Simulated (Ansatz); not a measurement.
# C₅H₁₁HfNO₂Si: how energies converge with the basis set

How large a basis does C₅H₁₁HfNO₂Si need? Two functionals are run in growing sets.

Program: Ansatz 0.2.0, Gaussian basis. Level of theory: one geometry, several basis sets. These are calculated values, not measurements.

Plan: PBE0-D4/def2-SVP; ωB97M-V/def2-SVP; PBE0-D4/def2-QZVPP; ωB97M-V/def2-QZVPP; the functionals' def2-TZVPP values are taken from earlier runs.

## 1. The relaxed structure

The geometry comes from an earlier relaxation with PBE0-D4/def2-TZVP; it is a stationary point, not always the lowest conformer. Hf takes the def2 core potential; no spin-orbit term is included.

SMILES `[NH2][Hf]1234([OH])([OH])[C@@H]5[C@H]1[C@H]2[C@@]3([SiH3])[C@@H]54`, 21 atoms, charge 0, spin multiplicity 1.

Atoms are counted from 1 here; the program's logs count them from 0.

Bond lengths: N1–Hf2 2.050 Å, N1–H11 1.012 Å, N1–H12 1.007 Å, Hf2–O3 1.946 Å, Hf2–O4 1.946 Å, Hf2–C5 2.552 Å, Hf2–C6 2.522 Å, Hf2–C7 2.524 Å, Hf2–C8 2.544 Å, Hf2–C10 2.553 Å, O3–H13 0.951 Å, O4–H14 0.952 Å, C5–C6 1.414 Å, C5–C10 1.404 Å, C5–H15 1.080 Å, C6–C7 1.410 Å, C6–H16 1.081 Å, C7–C8 1.418 Å and more. Angles: Hf2–N1–H11 121.0°, Hf2–N1–H12 130.5°, H11–N1–H12 108.5°, N1–Hf2–O3 106.9°, N1–Hf2–O4 105.1°, N1–Hf2–C5 111.5°, N1–Hf2–C6 135.6°, N1–Hf2–C7 115.8°, N1–Hf2–C8 85.0°, N1–Hf2–C10 83.2°, O3–Hf2–O4 101.9°, O3–Hf2–C5 89.8°, O3–Hf2–C6 99.0°, O3–Hf2–C7 131.0°, O3–Hf2–C8 143.1°, O3–Hf2–C10 112.8°, O4–Hf2–C5 136.3°, O4–Hf2–C6 104.0° and more.

Coordinates:

```mol
C5H11HfNO2Si
  3D, bonds by distance, orders not assigned

 21 25  0  0  0  0  0  0  0  0999 V2000
    1.3298   -1.0939   -1.3957 N   0  0
   -0.0591    0.4049   -1.2262 Hf  0  0
    0.5024    1.8357   -2.4190 O   0  0
   -1.6451   -0.2710   -2.1285 O   0  0
    0.4233    1.9034    0.7828 C   0  0
   -0.9814    1.8008    0.6608 C   0  0
   -1.3447    0.4689    0.9454 C   0  0
   -0.1709   -0.2771    1.2225 C   0  0
   -0.0664   -2.0776    1.6565 Si  0  0
    0.9197    0.6340    1.1201 C   0  0
    1.5176   -1.5308   -2.2885 H   0  0
    1.9241   -1.5167   -0.7009 H   0  0
    1.1408    2.4971   -2.6646 H   0  0
   -2.3563   -0.9037   -2.1099 H   0  0
    1.0099    2.7943    0.6125 H   0  0
   -1.6559    2.6008    0.3893 H   0  0
   -2.3513    0.0762    0.9211 H   0  0
   -1.0111   -2.8751    0.8325 H   0  0
   -0.4106   -2.2938    3.0888 H   0  0
    1.3235   -2.5587    1.4413 H   0  0
    1.9615    0.3824    1.2596 H   0  0
  1  2  8  0
  2  3  8  0
  2  4  8  0
  2  5  8  0
  5  6  8  0
  6  7  8  0
  7  8  8  0
  8  9  8  0
  8 10  8  0
  1 11  8  0
  1 12  8  0
  3 13  8  0
  4 14  8  0
  5 15  8  0
  6 16  8  0
  7 17  8  0
  9 18  8  0
  9 19  8  0
  9 20  8  0
 10 21  8  0
  2  6  8  0
  2  7  8  0
  2  8  8  0
  2 10  8  0
  5 10  8  0
M  END
```

## 2. PBE0-D4 in def2-SVP

Contents of in.yaml:

```yaml
crystal:
  periodic: [false, false, false]
  atoms:
    - {symbol: N, position_ang: [1.329849, -1.093873, -1.395662]}
    - {symbol: Hf, position_ang: [-0.059052, 0.404884, -1.226199]}
    - {symbol: O, position_ang: [0.502434, 1.835683, -2.419020]}
    - {symbol: O, position_ang: [-1.645067, -0.271003, -2.128533]}
    - {symbol: C, position_ang: [0.423331, 1.903357, 0.782805]}
    - {symbol: C, position_ang: [-0.981377, 1.800780, 0.660831]}
    - {symbol: C, position_ang: [-1.344702, 0.468900, 0.945445]}
    - {symbol: C, position_ang: [-0.170851, -0.277088, 1.222509]}
    - {symbol: Si, position_ang: [-0.066371, -2.077569, 1.656526]}
    - {symbol: C, position_ang: [0.919684, 0.634022, 1.120103]}
    - {symbol: H, position_ang: [1.517638, -1.530803, -2.288540]}
    - {symbol: H, position_ang: [1.924062, -1.516666, -0.700919]}
    - {symbol: H, position_ang: [1.140815, 2.497117, -2.664601]}
    - {symbol: H, position_ang: [-2.356325, -0.903743, -2.109869]}
    - {symbol: H, position_ang: [1.009868, 2.794266, 0.612453]}
    - {symbol: H, position_ang: [-1.655860, 2.600753, 0.389270]}
    - {symbol: H, position_ang: [-2.351298, 0.076160, 0.921103]}
    - {symbol: H, position_ang: [-1.011137, -2.875085, 0.832517]}
    - {symbol: H, position_ang: [-0.410604, -2.293812, 3.088850]}
    - {symbol: H, position_ang: [1.323467, -2.558707, 1.441347]}
    - {symbol: H, position_ang: [1.961483, 0.382438, 1.259573]}
basis:
  gaussian: {orbitals: def2-SVP}
hamiltonian: {xc: pbe0, dispersion: d4}
output: {orbitals: {seedname: orbitals}}
```

The run is started by

```bash
> ansatz run in.yaml --threads 4 --pin off --events-out ev --progress --plain --max-ram 63488MiB --backend cpu
```

After this run come: ωB97M-V in def2-SVP; PBE0-D4 in def2-QZVPP; ωB97M-V in def2-QZVPP.

**Question.** What will the summary of the whole plan be? Wanted: PBE0-D4: double and triple zeta above quadruple; ωB97M-V: double and triple zeta above quadruple.

**Answer**, as computed:

| quantity | value |
| --- | --- |
| PBE0-D4: double and triple zeta above quadruple | 16.54, 0.89 eV |
| ωB97M-V: double and triple zeta above quadruple | 16.95, 0.83 eV |

What this shows: For PBE0-D4 the step from double to triple zeta gains 15.65 eV and the next only 0.89 eV. These are total energies; as a rule much of such shifts cancels in differences, which this series doesn't test. The LUMO of ωB97M-V is positive and keeps falling with the basis (1.89 to 0.74 eV): an unbound level that the basis holds in place.
